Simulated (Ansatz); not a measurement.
**F₂H₃NSSi: a ladder of functionals and wavefunction methods**

Aim: compute F₂H₃NSSi with functionals from several rungs and with coupled cluster, and see how far each lands from CCSD(T) at the basis-set limit for the atomisation energy.

The runs use Ansatz 0.2.0, Gaussian basis; functionals in def2-TZVPP, the program's frozen cores in correlated methods.

Levels to be run: LDA (SPW92), PBE-D4, revPBE-D4, BLYP-D4, r2SCAN-D4, B97M-V, PBE0-D4, B3LYP-D4, r2SCANh-D4, r2SCAN0-D4, HSE06-D4, BHLYP-D4, CAM-B3LYP-D4, LC-ωPBE, ωB97X-V, ωB97M-V, B2PLYP, PBE-QIDH; CCSD(T)/def2-SVP; CCSD(T)/def2-TZVPP; MP2/def2-QZVPP; extrapolation to the limit; RPA on PBE.

## (1) The geometry

All runs share one geometry, relaxed beforehand with PBE0-D4 in a triple-zeta def2 set.

SMILES `N[Si](F)(F)S`, 8 atoms, charge 0, spin multiplicity 1.

Atoms are counted from 1 here; the program's logs count them from 0.

Bond lengths: N1–Si2 1.678 Å, N1–H6 1.006 Å, N1–H7 1.005 Å, Si2–F3 1.590 Å, Si2–F4 1.585 Å, Si2–S5 2.105 Å, S5–H8 1.344 Å. Angles: Si2–N1–H6 122.1°, Si2–N1–H7 122.6°, H6–N1–H7 113.4°, N1–Si2–F3 116.2°, N1–Si2–F4 106.3°, N1–Si2–S5 109.0°, F3–Si2–F4 104.2°, F3–Si2–S5 107.1°, F4–Si2–S5 114.2°, Si2–S5–H8 93.7°.

Coordinates:

```xyz
8
F2H3NSSi
N     0.46492    1.23112    0.44973
Si   -0.12380   -0.10677   -0.37503
F     0.92098   -0.88633   -1.28466
F    -1.20049    0.44066   -1.40177
S    -0.88340   -1.49078    1.01716
H     0.44084    2.15549    0.05405
H     1.07814    1.15260    1.24193
H    -0.60498   -2.55319    0.24278
```

## (2) LDA

This LDA is Slater exchange with PW92 correlation.

Contents of in.yaml:

```yaml
crystal:
  periodic: [false, false, false]
  atoms:
    - {symbol: N, position_ang: [0.464916, 1.231117, 0.449734]}
    - {symbol: Si, position_ang: [-0.123805, -0.106769, -0.375031]}
    - {symbol: F, position_ang: [0.920984, -0.886328, -1.284661]}
    - {symbol: F, position_ang: [-1.200493, 0.440661, -1.401767]}
    - {symbol: S, position_ang: [-0.883401, -1.490779, 1.017164]}
    - {symbol: H, position_ang: [0.440839, 2.155494, 0.054049]}
    - {symbol: H, position_ang: [1.078144, 1.152597, 1.241933]}
    - {symbol: H, position_ang: [-0.604984, -2.553194, 0.242779]}
basis:
  gaussian: {orbitals: def2-TZVPP}
hamiltonian: {xc: lda}
output: {orbitals: {seedname: orbitals}}
```

Launch:

```bash
ansatz run in.yaml --threads 4 --pin off --events-out ev --progress --plain --max-ram 10444MiB
```

Further steps of the session: PBE-D4 (GGA); revPBE-D4 (GGA); BLYP-D4 (GGA); r2SCAN-D4 (meta-GGA); B97M-V (meta-GGA); PBE0-D4 (hybrid); B3LYP-D4 (hybrid); r2SCANh-D4 (hybrid); r2SCAN0-D4 (hybrid); HSE06-D4 (hybrid); BHLYP-D4 (hybrid); CAM-B3LYP-D4 (range-separated); LC-ωPBE (range-separated); ωB97X-V (range-separated); ωB97M-V (range-separated); B2PLYP (double hybrid); PBE-QIDH (double hybrid); CCSD(T) in def2-SVP; CCSD(T) in def2-TZVPP; MP2 in def2-QZVPP; RPA on PBE orbitals.

Before running them: what should the planned runs give, taken together? Wanted: atomisation energy, CCSD(T)/CBS; farthest beyond LDA; mean size of error, GGA; mean size of error, meta-GGA; mean size of error, hybrid; mean size of error, range-separated; mean size of error, double hybrid; gap, smallest and largest; T1 diagnostic.

The runs gave:

```
                               quantity                                   value
        atomisation energy, CCSD(T)/CBS                          733.9 kcal/mol
functionals within 3.7 kcal/mol (0.5 %)  B97M-V, CAM-B3LYP-D4, ωB97X-V, ωB97M-V
                    farthest beyond LDA               BHLYP-D4 (-32.4 kcal/mol)
                mean size of error, GGA                            9.0 kcal/mol
           mean size of error, meta-GGA                            2.3 kcal/mol
             mean size of error, hybrid                           15.4 kcal/mol
    mean size of error, range-separated                            2.7 kcal/mol
      mean size of error, double hybrid                           13.6 kcal/mol
              gap, smallest and largest   5.97 eV (BLYP-D4), 13.37 eV (LC-ωPBE)
                          T1 diagnostic                                  0.0111
triples share of the correlation energy                                   3.3 %
```

**Reading.** LDA overbinds by 106.2 kcal/mol (14 %). PBE-D4 misses by +6.3 kcal/mol. Double hybrids carry the basis error of their MP2 part in triple zeta, and no dispersion term here, so their miss is partly the set-up's. The rungs meta-GGA, range-separated miss on average by less than the doubt on the reference (3.7 kcal/mol), so they tie. Misses under about 3.7 kcal/mol are within the doubt on the reference itself, which lacks core-valence correlation, relativity and higher excitations. Hartree-Fock recovers 70 % of the binding; the rest is correlation. CCSD(T) in def2-SVP is off by -74.4 kcal/mol, which most functionals beat. The gap grows from 6.0 to 13.4 eV across the functionals, mostly with the share of exact exchange.
